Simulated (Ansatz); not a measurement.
# Ni (Fm-3m): equation of state

An exercise on one series of results from a longer session: the logs are not shown, and one member is left open.

Program: Ansatz 0.2.0. Level of theory: DFT PBE, scalar-relativistic, plane waves, PAW. These are calculated values, not measurements.

## The starting structure

Symmetry: Fm-3m, No. 225, cubic system. Conventional cell: a = 3.519 Å, b = 3.519 Å, c = 3.519 Å, α = 90.00°, β = 90.00°, γ = 90.00°. Ni (site symmetry m-3m) is surrounded by 12 Ni at 2.49 Å.

Structure file:

```
CELL_PARAMETERS angstrom
0.00000 1.75931 1.75931
1.75931 0.00000 1.75931
1.75931 1.75931 0.00000
ATOMIC_POSITIONS crystal
Ni 0.00000 0.00000 0.00000
```

An earlier run at PBE left this cell at 10.891 Å³/atom and 0.00 GPa (22×22×22 mesh).

Volume factors to run: 0.980, 1.020, 0.960, 1.040.

Set-up of the first run:

Input file input.yaml:

```yaml
crystal:
  lattice:
    - [0.0, 1.7475018169, 1.7475018169]
    - [1.7475018169, 0.0, 1.7475018169]
    - [1.7475018169, 1.7475018169, 0.0]
  atoms:
    - { symbol: Ni, position: [0.0, 0.0, 0.0], spin: 0.76 }
basis:
  ecutwfc: 420
  ecutrho_ratio: 4
kpoints:
  mp_grid: { grid: [22, 22, 22] }
hamiltonian:
  xc: pbe
scf:
  occupations: { method: gaussian, width: 0.05 }
output:
  forces: true
  stress: true
  eigenvalues: true
  populations: true
magnetization:
  spin_polarized: true
```

Run with:

```bash
> ansatz run input.yaml --threads 1 --pin off --max-ram 2560MiB --backend cpu --events-out ev --progress --plain --runs-dir out
```

Among the steps run: Volume × 0.980; Volume × 1.020; Volume × 0.960; Scaling the volume by 1.040.

One of the session's tables, all rows but one given; the rest of the session is left out.

It belongs to the step «The fit». 

```
volume (Å³/atom)  energy (meV/atom)  pressure (GPa)
          10.455              11.76            9.03
          10.673               2.81            4.25
          10.891               0.00            0.00
          11.109                  ?               ?
          11.326              10.14           -7.14
```

**Question.** Estimate the row for volume (Å³/atom) = 11.109.

Worked estimate for «energy (meV/atom)». A straight line through the neighbours (10.891, 0.00) and (11.326, 10.14) gives 0.00 + (10.14 − 0.00) × (11.109 − 10.891) / (11.326 − 10.891) = 5.08; a parabola fitted to 3 rows on both sides gives 2.46.

**Answer.** energy (meV/atom): 2.65; pressure (GPa): -3.78. In «energy (meV/atom)» the line misses by +2.43 and the parabola by -0.19.
